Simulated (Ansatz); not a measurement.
**BHF2 (SMILES FBF): r2SCAN/def2-TZVPP**

What is the electronic atomisation energy of BHF2 at r2SCAN/def2-TZVPP? 

The calculation is run with Ansatz 0.2.0.

46 further runs of the same task are left out: 46 set aside as unsound or not needed.

### 1 Starting point

The species is BHF2 (4 atoms), meant as a singlet with charge 0. As SMILES, `FBF`. The shape is that of a PBE0-D4/def2-TZVP optimisation.

Bond lengths: F1–B2 1.313 Å, B2–F3 1.313 Å, B2–H4 1.191 Å. Angles: F1–B2–F3 118.1°, F1–B2–H4 121.0°, F3–B2–H4 121.0°.

### 2 A single-point energy at r2SCAN/def2-TZVPP

Contents of job.yaml:

```yaml
crystal:
  periodic: [false, false, false]
  atoms:
    - {symbol: F, position_ang: [1.154300, 0.456900, -0.361900]}
    - {symbol: B, position_ang: [-0.001900, -0.031000, 0.025200]}
    - {symbol: F, position_ang: [-1.095400, 0.528700, -0.438900]}
    - {symbol: H, position_ang: [-0.057000, -0.954600, 0.775600]}
basis:
  gaussian:
    orbitals: def2-TZVPP
hamiltonian:
  xc: r2scan
accuracy: high
output: {orbitals: {seedname: orbitals}}
```

Launch:

```bash
$ ansatz run job.yaml --threads 1 --pin off --max-ram 3480MiB --events-out events.jsonl --progress --plain --runs-dir runs
```

The log of the run:

```text
Warning: RAYON_NUM_THREADS=1 ignored (pool sized by the plan → 1); use --threads N
Functional definition: r2SCAN
  name "r2SCAN"
  parameter k0 = 0.174
  parameter k1 = 0.065
  parameter a1 = 4.9479
  exchange = r2scan_x(k0 = k0, k1 = k1, a1 = a1)
  correlation = r2scan_c
1729 factors; integrals over basis functions are off by at most 3.4e-9 eV
mean field evaluation 1: about -6127.4952 eV, gradient 3.8e1 eV
mean field evaluation 2: about -6125.2306 eV, gradient 5.7e1 eV
mean field evaluation 4: about -6129.3450 eV, gradient 5.9e-1 eV
mean field evaluation 8: about -6129.3443 eV, gradient 1.5e-2 eV
mean field evaluation 16: about -6129.3443 eV, gradient 7.9e-7 eV
mean field -6129.34429399 eV, -225.2492481855 hartree, gradient 2.3e-8 eV, S^2 0.000000; 0 other end points of the search recorded, 0 dependent functions left out
reference -6129.34429486 eV, -225.2492482175 hartree; 12, 12 occupied and 95, 95 virtual orbitals, 1729 factors
Total energy: -6129.34429486 eV, -225.2492482175 hartree
```

Wall time 6.6 s (1 thread of Intel Xeon Platinum 8175M at 2.50GHz (Skylake/Cascade Lake), shared host); peak memory 0.26 GiB.

### 3 The B atom, same level

Contents of input.yaml:

```yaml
crystal:
  periodic: [false, false, false]
  atoms:
    - {symbol: B, position_ang: [0.000000, 0.000000, 0.000000]}
basis:
  gaussian:
    orbitals: def2-TZVPP
magnetization:
  spin_polarized: true
  initial_magnetization: 1
hamiltonian:
  xc: {name: r2SCAN}
accuracy: high
```

Run the same way, it converges to -24.63675 Eh (log not shown).

### 4 The F atom, same level

Contents of input.yaml:

```yaml
crystal:
  periodic: [false, false, false]
  atoms:
    - {symbol: F, position_ang: [0.000000, 0.000000, 0.000000]}
basis:
  gaussian:
    orbitals: def2-TZVPP
magnetization:
  spin_polarized: true
  initial_magnetization: 1
hamiltonian:
  xc: r2scan
accuracy: high
```

Run the same way, it converges to -99.72763 Eh (log not shown).

### 5 The H atom at the same level

Contents of input.yaml:

```yaml
crystal:
  periodic: [false, false, false]
  atoms:
    - symbol: H
      position_ang: [0.000000, 0.000000, 0.000000]
basis:
  gaussian: {orbitals: def2-TZVPP}
accuracy: high
magnetization: {spin_polarized: true, initial_magnetization: 1}
hamiltonian: {xc: {name: r2SCAN}}
```

Run the same way, it converges to -0.49993 Eh (log not shown).

### 6 Outcome

Level: r2SCAN/def2-TZVPP.

| quantity | value |
| --- | --- |
| molecule: total energy | -225.24925 Eh |
| molecule: HOMO energy | -9.54 eV |
| molecule: LUMO energy | -0.90 eV |
| molecule: HOMO–LUMO gap | 8.63 eV |
| B atom: total energy | -24.63675 Eh |
| B atom: ⟨S²⟩ | 0.757 |
| F atom: total energy | -99.72763 Eh |
| F atom: ⟨S²⟩ | 0.752 |
| H atom: total energy | -0.49993 Eh |
| H atom: ⟨S²⟩ | 0.750 |
| electronic atomisation energy | 17.886 eV |

What this shows: Taking the molecule apart into free atoms costs 17.89 eV (1726 kJ/mol), before zero-point energy and without spin-orbit coupling.
